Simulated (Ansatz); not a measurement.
# GeSb4Te4: the cost of one run

Computed with Ansatz 0.2.0 (DFT PBE, scalar-relativistic, plane waves, PAW, unless a step's input says otherwise).

1 further run of the same task is left out (set aside as unsound or not needed). Runs told in other sessions of the task aren't counted.

### Step 1. Starting point

It takes space group P-3m1 (No. 164, trigonal). Conventional cell: a = 4.330 Å, b = 4.330 Å, c = 17.649 Å, α = 90.00°, β = 90.00°, γ = 120.00°. Ge (site symmetry -3m) has 6 Te at 3.01 Å in its first shell of neighbours. Sb (site symmetry 3m) has 3 Sb at 2.94 Å in its first shell of neighbours. Around Sb (site symmetry 3m) lie 6 Te at 3.03 to 3.21 Å. Te (site symmetry 3m) is surrounded by 3 Ge at 3.01 Å and 3 Sb at 3.21 Å. Te (site symmetry 3m) is surrounded by 3 Sb at 3.03 Å.

Structure file:

```
Ge Sb Te
1.0
     4.32998    0.00000    0.00000
    -2.16499    3.74987    0.00000
     0.00000    0.00000   17.64872
Ge Sb Te
1 4 4
Direct
  0.00000 0.00000 0.00000
  0.33333 0.66667 0.54410
  0.66667 0.33333 0.45590
  0.66667 0.33333 0.79077
  0.33333 0.66667 0.20923
  0.33333 0.66667 0.90452
  0.66667 0.33333 0.09548
  0.00000 0.00000 0.69397
  0.00000 0.00000 0.30603
```

It goes back to an entry of the Materials Project, which need not be the stable form.

This cell was relaxed beforehand with the same method: volume 31.84 Å³/atom, gap on the mesh 0.08 eV.

Reference energy of this cell: -58153.5260 eV (9 atoms, 12×12×2 mesh, zero smearing).

### Step 2. The random packing

2 Ge, 8 Sb, 8 Te were thrown into a skewed cell at random, at 1.04 times a reference volume of the solid, and pushed apart as soft spheres.

The cell holds 2 Ge, 8 Sb, 8 Te: a = 8.025 Å, b = 8.874 Å, c = 8.391 Å, α = 91.69°, β = 93.61°, γ = 89.48°.

### Step 3. Stage at 2200 K

The cutoff is lowered while the worst contacts of the packing are taken out. One k point, a Fermi-Dirac width of 0.190 eV and a fixed cell.

Contents of input.yaml:

```yaml
crystal:
  lattice:
    - [8.020447, 0.036569, -0.258236]
    - [0.036569, 8.872817, -0.127032]
    - [-0.258236, -0.127032, 8.385919]
  atoms:
    - { symbol: Ge, position: [0.6260661941, 0.4975668742, 0.6295627756] }
    - { symbol: Ge, position: [0.6976960475, 0.0151804606, 0.2721169447] }
    - { symbol: Sb, position: [0.1322323176, 0.4333843805, 0.6094978371] }
    - { symbol: Sb, position: [0.8225002564, 0.6312731125, 0.1179578249] }
    - { symbol: Sb, position: [0.1866123719, 0.0106876128, 0.7947781878] }
    - { symbol: Sb, position: [0.6886667521, 0.0044901904, 0.9056275341] }
    - { symbol: Sb, position: [0.1127136546, 0.754354623, 0.4092074799] }
    - { symbol: Sb, position: [0.3591374021, 0.2331777528, 0.4049046636] }
    - { symbol: Sb, position: [0.4881335506, 0.6948422956, 0.907567223] }
    - { symbol: Sb, position: [0.0902273623, 0.0639956939, 0.4922446228] }
    - { symbol: Te, position: [0.4109385918, 0.400893707, 0.1468508579] }
    - { symbol: Te, position: [0.0256318978, 0.1420420814, 0.1659270092] }
    - { symbol: Te, position: [0.8200449403, 0.4534111732, 0.4067704332] }
    - { symbol: Te, position: [0.1282289149, 0.7335915681, 0.090937772] }
    - { symbol: Te, position: [0.9281173828, 0.4168659116, 0.8453556169] }
    - { symbol: Te, position: [0.7977622472, 0.9744826383, 0.609449029] }
    - { symbol: Te, position: [0.3707149919, 0.6669401614, 0.5998811109] }
    - { symbol: Te, position: [0.4254273754, 0.2007889979, 0.7410315189] }
  symmetry: { detect: false }
basis:
  ecutwfc: 320
  xc_grid: 1
kpoints:
  mp_grid: { grid: [1, 1, 1], shift: [0.25, 0.25, 0.25] }
hamiltonian:
  xc: pbe
scf:
  occupations: { method: fermi_dirac, width: 0.1896 }
  lower_state_search: "off"
  convergence: { dr2_threshold: 1.0e-05 }
output:
  forces: true
  stress: true
md:
  timestep: 3.0
  n_steps: 24
  ensemble: nvt_langevin
  friction: 0.03
  temperature: 2200.0
  initial_velocities: maxwell_boltzmann
  seed: 13247
```

Launch:

```console
ansatz run input.yaml --threads 2 --pin off --max-ram 5120MiB --backend cpu --events-out ev --progress --plain --runs-dir out
```

What time and memory should one allow on 2 threads of Intel Xeon at 2.50GHz (Skylake/Cascade Lake), shared host?

About 3.3 min, with a peak of 0.76 GiB.
